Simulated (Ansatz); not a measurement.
# Sr3Ga: the cost of one run

Computed with Ansatz 0.2.0 (DFT PBE, scalar-relativistic, plane waves, PAW, unless a step's input says otherwise).

### Step 1. The system as given

Symmetry: I4/mmm, No. 139, tetragonal system. Conventional cell: a = 4.698 Å, b = 4.698 Å, c = 10.495 Å, α = 90.00°, β = 90.00°, γ = 90.00°. Sr (site symmetry 4/mmm) has 4 Ga at 3.32 Å and 8 Sr at 3.52 Å as nearest neighbours. Around Sr (site symmetry -4m2) lie 8 Sr at 3.32 to 3.52 Å and 4 Ga at 3.52 Å. Ga (site symmetry 4/mmm) is surrounded by 12 Sr at 3.32 to 3.52 Å.

Structure file:

```cif
data_structure
_symmetry_space_group_name_H-M 'P 1'
_symmetry_Int_Tables_number 1
_cell_length_a 6.2105
_cell_length_b 6.2105
_cell_length_c 6.2105
_cell_angle_alpha 135.550
_cell_angle_beta 135.550
_cell_angle_gamma 64.676
_cell_volume 115.82
loop_
_atom_site_label
_atom_site_type_symbol
_atom_site_fract_x
_atom_site_fract_y
_atom_site_fract_z
_atom_site_occupancy
Sr1 Sr 0.50000 0.50000 0.00000 1
Sr2 Sr 0.25000 0.75000 0.50000 1
Sr3 Sr 0.75000 0.25000 0.50000 1
Ga1 Ga 0.00000 0.00000 0.00000 1
```

(A quick probe on a coarse mesh, which set the mesh and smearing, is not shown.)

### Step 3. Rough relaxation on the coarse mesh

The input, input.yaml:

```yaml
crystal:
  lattice:
    - [-2.349082079, 2.349082079, 5.2473002285]
    - [2.349082079, -2.349082079, 5.2473002285]
    - [2.349082079, 2.349082079, -5.2473002285]
  atoms:
    - { symbol: Sr, position: [0.5, 0.5, 0.0] }
    - { symbol: Sr, position: [0.25, 0.75, 0.5] }
    - { symbol: Sr, position: [0.75, 0.25, 0.5] }
    - { symbol: Ga, position: [0.0, 0.0, 0.0] }
basis:
  ecutwfc: 420
kpoints:
  mp_grid: { grid: [6, 6, 6] }
hamiltonian:
  xc: pbe
scf:
  occupations: { method: gaussian, width: 0.1 }
  lower_state_search: "off"
output:
  forces: true
  stress: true
  eigenvalues: true
relax:
  adjacent_minimum: "off"
  f_tol: 0.04
  max_steps: 70
  cell: { stress_tol: 0.4 }
```

Started as:

```bash
ansatz run input.yaml --threads 1 --pin off --max-ram 2560MiB --backend cpu --events-out ev --progress --plain --runs-dir out
```

**Question.** How long does this run take on 1 thread of Arm Neoverse V2, shared host, and how much memory does it need?

About 63 s, with a peak of 0.44 GiB.
